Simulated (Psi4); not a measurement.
# NBrO (nitrosyl bromide), step by step

Aim: a geometry optimisation (CAM-B3LYP-D3(BJ)/6-31G*), then the harmonic vibrations, then a single-point energy (CCSD(T)/cc-pVDZ), then the vertical excitations (TDA-CAM-B3LYP/6-31G*) of NBrO (nitrosyl bromide). 

Program for the calculation: Psi4 1.11.

## Step 1: The molecule

NBrO: 3 atoms, total charge 0, spin state singlet. As SMILES, `O=NBr`. The coordinates come from a PBE0-D4/def2-TZVP relaxation. The run starts from this shape.

Bond lengths: O1–N2 1.126 Å, N2–Br3 2.117 Å. Angles: O1–N2–Br3 114.9°.

## Step 2: A structure relaxation at CAM-B3LYP-D3(BJ)/6-31G(d) (density fitting with def2-universal-jkfit, Cartesian functions) (run 1)

input.in

```
memory 1600 mb

molecule m {
  O      0.941780    -0.646800     0.448530
  N     -0.044940    -0.636480    -0.092930
  Br    -0.896840     1.283280    -0.355590
  units angstrom
}

set globals {
  basis        6-31G*
  geom_maxiter 60
  df_basis_scf def2-universal-jkfit
}

energy_value, wavefunction = optimize("cam-b3lyp-d3bj2b", return_wfn=True)
print_variables()
```

On the command line:

```console
$ psi4 -n 1 input.in input.out
```

input.out:

```text
[...]
  Running in cs symmetry.
[...]
  Nuclear repulsion =  140.795785520346357
[...]
  Multiplicity = 1
[...]
  Nalpha       = 25
  Nbeta        = 25
[...]
    Number of basis functions: 65
[...]
   @DF-RKS iter   1: -2703.41663909778117   -1.54582e+00   3.26190e-02 ADIIS/DIIS
[...]
   @DF-RKS iter   8: -2703.82317524563769    0.00000e+00   4.42149e-09 DIIS
[...]
    Orbital Energies [Eh]
    ---------------------
    Doubly Occupied:
       1Ap  -482.918961     2Ap   -62.572804     3Ap   -56.395216
       1App  -56.392444     4Ap   -56.391867     5Ap   -19.413629
       6Ap   -14.654550     7Ap    -8.771154     8Ap    -6.601520
       2App   -6.591715     9Ap    -6.589869    10Ap    -2.697151
       3App   -2.694808    11Ap    -2.693387     4App   -2.685698
      12Ap    -2.685635    13Ap    -1.395808    14Ap    -0.871805
      15Ap    -0.779023    16Ap    -0.639550     5App   -0.637112
      17Ap    -0.615035     6App   -0.355667    18Ap    -0.352549
      19Ap    -0.345075
[...]
  @DF-RKS Final Energy: -2703.82317524563769
   => Energetics <=
    Nuclear Repulsion Energy =            140.1988610855373452
    One-Electron Energy =               -4037.4580641888446735
    Two-Electron Energy =                1276.2281511240421423
    DFT Exchange-Correlation Energy =     -82.7908514447776582
    Empirical Dispersion Energy =          -0.0012718215949728
    VV10 Nonlocal Energy =                  0.0000000000000000
    Total Energy =                      -2703.8231752456376853
[...]
 Multipole Moments:
 ------------------------------------------------------------------------------------
     Multipole            Electronic (a.u.)      Nuclear  (a.u.)        Total (a.u.)
 ------------------------------------------------------------------------------------
 L = 1.  Multiply by 2.5417464519 to convert [e a0] to [Debye]
 Dipole X            :         -2.9660197            3.4260530            0.4600333
 Dipole Y            :          3.8578493           -4.5030246           -0.6451753
 Dipole Z            :          0.0000000            0.0000000            0.0000000
 Magnitude           :                                                    0.7923899
[...]
  -Total Gradient:
     Atom            X                  Y                   Z
    ------   -----------------  -----------------  -----------------
       1       -0.000004390962    -0.000041476890     0.000000000000
       2        0.000009263487    -0.000028413431     0.000000000000
       3        0.000015997147    -0.000023921075     0.000000000000
[...]
    Final optimized geometry and variables:
    Molecular point group: cs
    Full point group: Cs
    Geometry (in Angstrom), charge = 0, multiplicity = 1:
    O            1.599095512264    -1.405216304457     0.000000000000
    N            0.460573282434    -1.404775409167     0.000000000000
    BR          -0.405822511213     0.534064580017     0.000000000000
  Variable Map:
  ----------------------------------------------------------------------------
  "CAM-B3LYP-D3(BJ) DISPERSION CORRECTION ENERGY" =>      -0.001271821595
  "CURRENT ENERGY"                                =>   -2703.823175245638
  "CURRENT REFERENCE ENERGY"                      =>   -2703.823175245638
  "DD SOLVATION ENERGY"                           =>       0.000000000000
  "DFT FUNCTIONAL TOTAL ENERGY"                   =>   -2703.821903424043
[...]
```

On the terminal:

```text
Optimizer: Optimization complete!
```

Wall time 33 s (1 thread of Intel Xeon Platinum 8259CL at 2.50GHz (Skylake/Cascade Lake), shared host); peak memory 0.4 GiB.

Steps, from the record of the run:

```tsv
step	energy from the first frame kept (eV)	largest force (eV/Å)
0	0.0000	1.5318
1	-0.0104	0.2487
2	-0.0108	0.0676
3	-0.0109	0.0109
4	-0.0109	0.0021
```

After the run. Bond lengths: O1–N2 1.139 Å, N2–Br3 2.124 Å. Angles: O1–N2–Br3 114.1°.

## Step 3: The harmonic vibrations at CAM-B3LYP-D3(BJ)/6-31G(d) (density fitting with def2-universal-jkfit, Cartesian functions) (run 2)

calc.in

```
memory 1.6 GB

molecule {
  O      1.79002984    -1.22083678     0.85342866
  N     -0.09528755    -1.22000719    -0.18315793
  Br    -1.69503520     2.42781430    -0.67181087
  units au
}

set basis 6-31G*
set reference rks
set t 298.15
set rotational_symmetry_number 1
set df_basis_scf def2-universal-jkfit

result, w = frequencies('cam-b3lyp-d3bj', return_wfn=True)
print_variables()
```

On the command line:

```console
$ psi4 -i calc.in -o calc.out -n 1
```

calc.out (excerpt; [...] marks lines left out):

```text
[...]
  Running in cs symmetry.
[...]
  Nuclear repulsion =  140.198871709327307
[...]
  Multiplicity = 1
[...]
  Nalpha       = 25
  Nbeta        = 25
[...]
    Number of basis functions: 65
[...]
   @DF-RKS iter   1: -2703.41548714079636   -1.58076e+00   3.26329e-02 DIIS/ADIIS
[...]
  Running in c1 symmetry.
[...]
   @DF-RKS iter  14: -2703.82317529435750   -4.54747e-13   4.22461e-09 DIIS
[...]
  @DF-RKS Final Energy: -2703.82317529435750
   => Energetics <=
    Nuclear Repulsion Energy =            140.1988634162610197
    One-Electron Energy =               -4037.4580669324259361
    Two-Electron Energy =                1276.2281512676863713
    DFT Exchange-Correlation Energy =     -82.7908512242655377
    Empirical Dispersion Energy =          -0.0012718216132324
    VV10 Nonlocal Energy =                  0.0000000000000000
    Total Energy =                      -2703.8231752943574975
[...]
 Multipole Moments:
 ------------------------------------------------------------------------------------
     Multipole            Electronic (a.u.)      Nuclear  (a.u.)        Total (a.u.)
 ------------------------------------------------------------------------------------
[...]
  -Total Gradient:
     Atom            X                  Y                   Z
    ------   -----------------  -----------------  -----------------
       1       -0.000003596647    -0.000041422463    -0.000000029057
       2        0.000008459567    -0.000028516840    -0.000000013724
       3        0.000016006619    -0.000023872071    -0.000000006395
[...]
  ==> Harmonic Vibrational Analysis <==
[...]
  Freq [cm^-1]                 291.1984            587.1082           1964.2587
[...]
  IR activ [km/mol]            58.3702             100.2326            819.7286
[...]
  Total E_0, Enthalpy at 0 [K]                                                        -2703.81669946 [Eh]
[...]
  Total H, Enthalpy at  298.15 [K]                                                    -2703.81232357 [Eh]
[...]
  Total G, Gibbs energy at  298.15 [K]                                                -2703.84322644 [Eh]
[...]
```

Standard output:

```text
Warning: used thermodynamics relations inappropriate for low-frequency modes: ['291.1984' '587.1082']
```

Wall time 77 s (1 thread of Intel Xeon Platinum 8259CL at 2.50GHz (Skylake/Cascade Lake), shared host); peak memory 0.43 GiB.

## Step 4: The energy at CCSD(T)/cc-pVDZ (run 3)

job.py

```python
import psi4

psi4.set_memory(1600000000)
psi4.set_num_threads(1)
psi4.set_output_file('run.log', False)

molecule = psi4.geometry("""
0 1
O      0.947243    -0.646039     0.451615
N     -0.050424    -0.645600    -0.096923
Br    -0.896974     1.284744    -0.355507
""")

psi4.set_options({
    'basis': 'cc-pVDZ',
    'reference': 'rhf',
    'scf_type': 'pk',
    'freeze_core': 'true',
})

result, w = psi4.energy("ccsd(t)", return_wfn=True)
print(f'total energy {result:.8f} hartree = {result * 27.211386:.5f} eV')
```

On the command line:

```console
$ python job.py
```

run.log:

```text
[...]
  Running in cs symmetry.
[...]
  Nuclear repulsion =  140.198871662102306
[...]
  Multiplicity = 1
[...]
  Nalpha       = 25
  Nbeta        = 25
[...]
    Number of basis functions: 55
[...]
   @RHF iter   1: -2701.38628761755672   -2.16658e+00   1.59418e-02 DIIS/ADIIS
[...]
   @RHF iter  15: -2701.60251937904968   -2.72848e-12   5.92402e-09 DIIS
[...]
    Orbital Energies [Eh]
    ---------------------
    Doubly Occupied:
       1Ap  -490.067082     2Ap   -65.202788     3Ap   -58.559722
       1App  -58.558352     4Ap   -58.558236     5Ap   -20.761737
       6Ap   -15.853568     7Ap    -9.849590     8Ap    -7.462024
       2App   -7.453983     9Ap    -7.453430    10Ap    -3.198489
       3App   -3.194983    11Ap    -3.194328     4App   -3.185137
      12Ap    -3.185127    13Ap    -1.687688    14Ap    -1.047998
      15Ap    -0.946972    16Ap    -0.767718    17Ap    -0.755538
       5App   -0.722818     6App   -0.414429    18Ap    -0.414252
      19Ap    -0.400746
[...]
  @RHF Final Energy: -2701.60251937904968
   => Energetics <=
    Nuclear Repulsion Energy =            140.1988716621023059
    One-Electron Energy =               -4037.8093126738976935
    Two-Electron Energy =                1196.0079216327455924
    Total Energy =                      -2701.6025193790501362
[...]
 Multipole Moments:
 ------------------------------------------------------------------------------------
     Multipole            Electronic (a.u.)      Nuclear  (a.u.)        Total (a.u.)
 ------------------------------------------------------------------------------------
 L = 1.  Multiply by 2.5417464519 to convert [e a0] to [Debye]
 Dipole X            :         -3.0446943            3.4260525            0.3813582
 Dipole Y            :          3.8319649           -4.5030240           -0.6710591
 Dipole Z            :          0.0000000            0.0000000            0.0000000
 Magnitude           :                                                    0.7718513
[...]
      * MP2 total energy                      = -2702.096179836315514
[...]
      * CCSD total energy                     = -2702.101366919728207
[...]
      * CCSD(T) total energy                  = -2702.123229129652373
```

Standard output:

```text
total energy -2702.12322913 hartree = -73528.51821 eV
```

Run time: 34 s. Hardware: 1 thread of Intel Xeon Platinum 8259CL at 2.50GHz (Skylake/Cascade Lake), shared host; peak memory 0.41 GiB.

## Step 5: The vertical excitations at TDA-CAM-B3LYP/6-31G(d) (density fitting with def2-universal-jkfit, Cartesian functions, save jk yes) (run 4)

calc.py

```python
import psi4

psi4.set_memory(1600000000)
psi4.set_num_threads(1)
psi4.core.set_output_file('psi4.out', False)

geom = psi4.geometry("""
0 1
O      0.947243    -0.646039     0.451615
N     -0.050424    -0.645600    -0.096923
Br    -0.896974     1.284744    -0.355507
symmetry c1
""")

psi4.set_options({
    'basis': '6-31G*',
    'save_jk': True,
    'df_basis_scf': 'def2-universal-jkfit',
})

from psi4.driver.procrouting.response.scf_response import tdscf_excitations
e_tot, wfn = psi4.energy('cam-b3lyp', return_wfn=True)
states = tdscf_excitations(wfn, states=4, tda=True)
for k, s in enumerate(states, 1):
    print(f"root {k}: {s['EXCITATION ENERGY'] * 27.211386:.4f} eV  f = {s['OSCILLATOR STRENGTH (LEN)']:.4f}  {s['SYMMETRY']}")
print(f'total energy {e_tot:.8f} hartree = {e_tot * 27.211386:.5f} eV')
```

On the command line:

```console
$ python calc.py
```

psi4.out (excerpt; [...] marks lines left out):

```text
[...]
  Running in c1 symmetry.
[...]
  Nuclear repulsion =  140.198871662102306
[...]
  Multiplicity = 1
[...]
  Nalpha       = 25
  Nbeta        = 25
[...]
    Number of basis functions: 65
[...]
   @DF-RKS iter   1: -2703.41421501881769   -1.58076e+00   2.52673e-02 ADIIS/DIIS
[...]
   @DF-RKS iter  10: -2703.82190324551811   -2.84690e-07   9.11966e-07 DIIS
[...]
  @DF-RKS Final Energy: -2703.82190324551811
   => Energetics <=
    Nuclear Repulsion Energy =            140.1988716621023059
    One-Electron Energy =               -4037.4583249306047037
    Two-Electron Energy =                1276.2284107081422917
    DFT Exchange-Correlation Energy =     -82.7908606851578099
    Empirical Dispersion Energy =           0.0000000000000000
    VV10 Nonlocal Energy =                  0.0000000000000000
    Total Energy =                      -2703.8219032455181150
[...]
 Multipole Moments:
 ------------------------------------------------------------------------------------
     Multipole            Electronic (a.u.)      Nuclear  (a.u.)        Total (a.u.)
 ------------------------------------------------------------------------------------
 L = 1.  Multiply by 2.5417464519 to convert [e a0] to [Debye]
 Dipole X            :         -2.9660263            3.4260525            0.4600262
 Dipole Y            :          3.8578510           -4.5030240           -0.6451731
 Dipole Z            :          0.0000000            0.0000000            0.0000000
 Magnitude           :                                                    0.7923840
[...]
**********                               WARNING                                **********
**********       The names of excited state variables changed between 1.5       **********
[...]
**********                               WARNING                                **********
**********  Length-gauge rotatory strengths are **NOT** gauge-origin invariant  **********
[...]
                                    Excitation Energy         Total Energy        Oscillator Strength             Rotatory Strength
[...]
Excited State    1 (1 A):   0.08736 au   521.56 nm f = 0.0001
[...]
Excited State    2 (1 A):   0.12648 au   360.24 nm f = 0.0000
[...]
Excited State    3 (1 A):   0.13187 au   345.53 nm f = 0.0004
[...]
Excited State    4 (1 A):   0.15016 au   303.44 nm f = 0.0013
[...]
```

Standard output:

```text
root 1: 2.3772 eV  f = 0.0001  A
root 2: 3.4417 eV  f = 0.0000  A
root 3: 3.5882 eV  f = 0.0004  A
root 4: 4.0860 eV  f = 0.0013  A
total energy -2703.82190325 hartree = -73574.74148 eV
```

It took 12 s on 1 thread of Intel Xeon Platinum 8259CL at 2.50GHz (Skylake/Cascade Lake), shared host; peak memory 0.36 GiB.

The roots found:

```tsv
excited state	energy (eV)	strength	label
1	2.377	0.0001	A 1
2	3.442	0.0000	A 1
3	3.588	0.0004	A 1
4	4.086	0.0013	A 1
```

## Step 6: Outcome

| quantity | value |
| --- | --- |
| run 1, CAM-B3LYP-D3(BJ)/6-31G*: total energy at the end | -2703.82318 Eh |
| run 1, CAM-B3LYP-D3(BJ)/6-31G*: dipole moment | 2.01 D |
| run 1, CAM-B3LYP-D3(BJ)/6-31G*: HOMO energy | -9.39 eV |
| run 1, CAM-B3LYP-D3(BJ)/6-31G*: LUMO energy | -2.44 eV |
| run 1, CAM-B3LYP-D3(BJ)/6-31G*: HOMO–LUMO gap | 6.95 eV |
| run 1, CAM-B3LYP-D3(BJ)/6-31G*: dispersion energy | -3.34 kJ/mol |
| run 2, CAM-B3LYP-D3(BJ)/6-31G*: lowest harmonic wavenumber | 291 cm⁻¹ |
| run 2, CAM-B3LYP-D3(BJ)/6-31G*: highest harmonic wavenumber | 1964 cm⁻¹ |
| run 2, CAM-B3LYP-D3(BJ)/6-31G*: zero-point energy | 17.0 kJ/mol |
| run 2, CAM-B3LYP-D3(BJ)/6-31G*: ideal-gas entropy at 298.15 K (symmetry number 1 as used) | 65.0 cal/(mol K) |
| run 3, CCSD(T)/cc-pVDZ: total energy | -2702.12323 Eh |
| run 3, CCSD(T)/cc-pVDZ: HOMO energy (Hartree–Fock orbitals) | -10.90 eV |
| run 3, CCSD(T)/cc-pVDZ: LUMO energy (Hartree–Fock orbitals) | 1.14 eV |
| run 3, CCSD(T)/cc-pVDZ: HOMO–LUMO gap (Hartree–Fock orbitals) | 12.04 eV |
| run 3, CCSD(T)/cc-pVDZ: correlation energy (11 core orbitals frozen) | -520.7 mEh |
| run 3, CCSD(T)/cc-pVDZ: (T) correction | -21.86 mEh |
| run 3, CCSD(T)/cc-pVDZ: T1 diagnostic | 0.018 |
| run 4, TDA-CAM-B3LYP/6-31G*: ground-state or mean-field energy | -2703.82190 Eh |
| run 4, TDA-CAM-B3LYP/6-31G*: dipole moment (CAM-B3LYP Kohn–Sham density) | 2.01 D |
| run 4, TDA-CAM-B3LYP/6-31G*: HOMO energy (CAM-B3LYP Kohn–Sham orbitals) | -9.39 eV |
| run 4, TDA-CAM-B3LYP/6-31G*: LUMO energy (CAM-B3LYP Kohn–Sham orbitals) | -2.44 eV |
| run 4, TDA-CAM-B3LYP/6-31G*: HOMO–LUMO gap (CAM-B3LYP Kohn–Sham orbitals) | 6.95 eV |
| run 4, TDA-CAM-B3LYP/6-31G*: lowest excitation energy | 2.38 eV |

In words: The optimisation (run 1, CAM-B3LYP-D3(BJ)/6-31G*) took 5 steps and changed the energy by -0.011 eV. All 3 modes (run 2, CAM-B3LYP-D3(BJ)/6-31G*) are real, so the shape is a minimum at this level. The triples (run 3, CCSD(T)/cc-pVDZ) make up 4.2 % of the correlation energy.
